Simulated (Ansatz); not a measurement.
# GaH6NS: the cost of one run

Method: RKS PBE/def2-SVP, in Ansatz 0.2.0.

### Step 1. Starting point

Bond lengths: Ga1–N2 2.280 Å, N2–H3 1.060 Å, N2–H4 1.060 Å, Ga1–H5 1.570 Å, Ga1–H6 1.570 Å, Ga1–S7 2.570 Å, S7–H8 1.400 Å. Angles: Ga1–N2–H3 120.0°, Ga1–N2–H4 120.0°, H3–N2–H4 120.0°, N2–Ga1–H5 120.0°, N2–Ga1–H6 120.0°, N2–Ga1–S7 71.6°, H5–Ga1–H6 120.0°, H5–Ga1–S7 105.4°, H6–Ga1–S7 92.8°, Ga1–S7–H8 109.5°.

As a file:

```xyz
9

Ga    0.0000    0.0000    0.0000
N     0.0000    0.0000    2.2800
H    -0.8770   -0.2713    2.8100
H     0.8770    0.2713    2.8100
H     1.3596    0.0000   -0.7850
H    -1.3596    0.0000   -0.7850
S    -0.3214    2.4176    0.8104
H    -1.6226    2.8408    0.5138
H    -0.1704    1.2817    2.0261
```

### Step 2. A restrained relaxation towards end A

Springs on the bonds that form and break draw the guess towards this end; the thresholds are loose.

Input file input.yaml:

```yaml
crystal:
  periodic: [false, false, false]
  atoms:
    - { symbol: Ga, position_ang: [0.0, 0.0, 0.0] }
    - { symbol: "N", position_ang: [0.0, 0.0, 2.28] }
    - { symbol: H, position_ang: [-0.877, -0.2713, 2.81] }
    - { symbol: H, position_ang: [0.877, 0.2713, 2.81] }
    - { symbol: H, position_ang: [1.3596, 0.0, -0.785] }
    - { symbol: H, position_ang: [-1.3596, 0.0, -0.785] }
    - { symbol: S, position_ang: [-0.3214, 2.4176, 0.8104] }
    - { symbol: H, position_ang: [-1.6226, 2.8408, 0.5138] }
    - { symbol: H, position_ang: [-0.1704, 1.2817, 2.0261] }
basis:
  gaussian: { orbitals: def2-SVP }
hamiltonian:
  xc: pbe
relax:
  f_tol: 0.15
  max_steps: 25
  restrain:
    - { distance: [0, 6], at: 3.47, k: 30.0 }
    - { distance: [8, 1], at: 2.26, k: 30.0 }
    - { distance: [0, 1], at: 1.93, k: 30.0 }
    - { distance: [8, 6], at: 1.4, k: 30.0 }
```

Command:

```sh
ansatz run input.yaml --threads 2 --pin off --max-ram 3072MiB --backend cpu --events-out ev --progress --plain --runs-dir out
```

**Question.** How long does this run take on 2 threads of Arm Neoverse V2, shared host, and how much memory does it need?

About 12 s, with a peak of 0.13 GiB.
